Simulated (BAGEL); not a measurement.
# HF/STO-3G (density fitting with qzvpp-jkfit) run of SiHF3 (SMILES F[SiH](F)F)

Aim: the electronic atomisation energy of SiHF3 at HF/STO-3G (density fitting with qzvpp-jkfit), from 4 runs. 

The calculation is run with BAGEL 1.2.2.

18 further runs of the same task are left out: 1 that didn't finish, 17 set aside as unsound or not needed.

## 1. The system as given

SiHF3 has 5 atoms, charge 0, and is taken as a singlet. SMILES: `F[SiH](F)F`. Geometry: relaxed at PBE0-D4/def2-TZVP.

Bond lengths: F1–Si2 1.573 Å, Si2–F3 1.573 Å, Si2–F4 1.573 Å, Si2–H5 1.461 Å. Angles: F1–Si2–F3 108.3°, F1–Si2–F4 108.3°, F3–Si2–F4 108.3°, F1–Si2–H5 110.7°, F3–Si2–H5 110.7°, F4–Si2–H5 110.7°.

## 2. A single-point energy at HF/STO-3G (density fitting with qzvpp-jkfit)

hf.json reads:

```json
{ "bagel" : [

{
  "title" : "molecule",
  "basis" : "sto-3g",
  "df_basis" : "qzvpp-jkfit",
  "angstrom" : "true",
  "geometry" : [
    { "atom" : "F", "xyz" : [      -0.447100,      -0.082200,       1.491300 ] },
    { "atom" : "Si", "xyz" : [       0.040700,       0.001700,      -0.001800 ] },
    { "atom" : "F", "xyz" : [      -0.597100,       1.281400,      -0.657200 ] },
    { "atom" : "F", "xyz" : [      -0.495900,      -1.263300,      -0.767200 ] },
    { "atom" : "H", "xyz" : [       1.499400,       0.062400,      -0.065100 ] }
  ]
},

{
  "title" : "hf"
},

{
  "title" : "print",
  "file" : "orbitals.molden",
  "orbitals" : "true"
}

]}
```

The run is started by

```console
$ BAGEL_NUM_THREADS=1 BAGEL hf.json > hf.out
```

Standard output:

```text
* using 1 threads per process

  ===============================================================
  ===============================================================

  *** Geometry ***

  { "atom" : "F", "xyz" : [     -0.844897,     -0.155335,      2.818149 ] },
  { "atom" : "Si", "xyz" : [      0.076912,      0.003213,     -0.003402 ] },
  { "atom" : "F", "xyz" : [     -1.128355,      2.421495,     -1.241928 ] },
  { "atom" : "F", "xyz" : [     -0.937115,     -2.387291,     -1.449798 ] },
  { "atom" : "H", "xyz" : [      2.833455,      0.117919,     -0.123021 ] },

  Number of auxiliary basis functions:      377

  Since a DF basis is specified, we compute 2- and 3-index integrals:
    o Being stored without compression. Storage requirement is 0.002 GB

  Number of basis functions:       25
  Number of electrons      :       42

    * METHOD: MOLECULE                             0.09

  *** RHF ***

  === Nuclear Repulsion ===
   188.4078504027

      * DIIS with orbital gradients will be used.

  === RHF iteration (sto-3g) ===
      0       -580.24848290          0.02045994           0.01
      1       -580.35355456          0.00315159           0.01
      2       -580.35637546          0.00095519           0.01
      3       -580.35682923          0.00013915           0.01
      4       -580.35683848          0.00001539           0.01
      5       -580.35683856          0.00000251           0.01
      6       -580.35683856          0.00000083           0.01
      7       -580.35683857          0.00000012           0.01
      8       -580.35683857          0.00000002           0.01
      9       -580.35683857          0.00000000           0.01
    * SCF iteration converged.

    * Permanent dipole moment:
           (   -0.423773,    -0.017657,     0.018526) a.u.

    * METHOD: HF                                   0.16

    * METHOD: PRINT                                0.00

  ===============================================================
```

Wall time 0.38 s (1 thread of Arm Neoverse V1, shared host).

## 3. The F atom

job.json reads:

```json
{ "bagel" : [

{
  "title" : "molecule",
  "basis" : "sto-3g",
  "df_basis" : "qzvpp-jkfit",
  "angstrom" : "true",
  "geometry" : [
    { "atom" : "F", "xyz" : [    0.000000,    0.000000,    0.000000 ] }
  ]
},
{ "title" : "uhf", "nopen" : 1 },
{ "title" : "print", "file" : "orbitals.molden", "orbitals" : "true" }

]}
```

Run the same way, it converges to -97.98659 Eh (log not shown).

## 4. The H atom, same level

job.json: that of step 3 with these lines changed.

```diff
@@ -8,3 +8,3 @@
   "geometry" : [
-    { "atom" : "F", "xyz" : [    0.000000,    0.000000,    0.000000 ] }
+    { "atom" : "H", "xyz" : [    0.000000,    0.000000,    0.000000 ] }
   ]
```

Run the same way, it converges to -0.46658 Eh (log not shown).

## 5. The Si atom

calc.json reads:

```json
{ "bagel": [

{
  "title": "molecule",
  "basis": "sto-3g",
  "df_basis": "qzvpp-jkfit",
  "angstrom": true,
  "geometry": [
    { "atom": "Si", "xyz": [       0.000000,       0.000000,       0.000000 ] }
  ]
},

{
  "title": "uhf",
  "nopen": 2
},

{
  "title": "print",
  "file": "orbitals.molden",
  "orbitals": true
}

]}
```

The run is started by

```console
$ BAGEL_NUM_THREADS=1 BAGEL calc.json > calc.out
```

Standard output:

```text
* using 1 threads per process

  ===============================================================
  ===============================================================

  *** Geometry ***

  { "atom" : "Si", "xyz" : [      0.000000,      0.000000,      0.000000 ] },

  Number of auxiliary basis functions:      128

  Since a DF basis is specified, we compute 2- and 3-index integrals:
    o Being stored without compression. Storage requirement is 0.000 GB

  Number of basis functions:        9
  Number of electrons      :       14

    * METHOD: MOLECULE                             0.02

  *** Open-shell HF ***

  === Nuclear Repulsion ===
     0.0000000000

      * DIIS with orbital gradients will be used.

  === UHF iteration (sto-3g) ===
      0       -285.46639827          0.00666438           0.00
      1       -285.46647031          0.00069007           0.00
      2       -285.46647119          0.00008640           0.00
      3       -285.46647121          0.00000286           0.00
      4       -285.46647121          0.00000000           0.00
    * SCF iteration converged.

    * S^2 (UHF) is 2.0000

    * Permanent dipole moment:
           (   -0.000000,     0.000000,     0.000000) a.u.

    * METHOD: UHF                                  0.02

    * METHOD: PRINT                                0.00

  ===============================================================
```

It took 0.16 s on 1 thread of Arm Neoverse V1, shared host.

## 6. Results

Level: HF/STO-3G (density fitting with qzvpp-jkfit).

| quantity | value |
| --- | --- |
| molecule: total energy | -580.35684 Eh |
| molecule: dipole moment | 1.08 D |
| molecule: HOMO energy | -10.89 eV |
| molecule: LUMO energy | 12.69 eV |
| molecule: HOMO–LUMO gap | 23.58 eV |
| F atom: total energy | -97.98659 Eh |
| F atom: dipole moment | 0.00 D |
| F atom: ⟨S²⟩ | 0.750 |
| H atom: total energy | -0.46658 Eh |
| H atom: dipole moment | 0.00 D |
| H atom: ⟨S²⟩ | 0.750 |
| Si atom: total energy | -285.46647 Eh |
| Si atom: dipole moment | 0.00 D |
| Si atom: ⟨S²⟩ | 2.000 |
| electronic atomisation energy | 12.627 eV |

**Reading.** Taking the molecule apart into free atoms costs 12.63 eV (291 kcal/mol), before zero-point energy and without spin-orbit coupling. Hartree–Fock lacks the correlation of the bonding pairs, which as a rule makes this value much too low; in minimal bases other errors can mask that. In a minimal basis such a difference can be off by several eV, whatever the method.
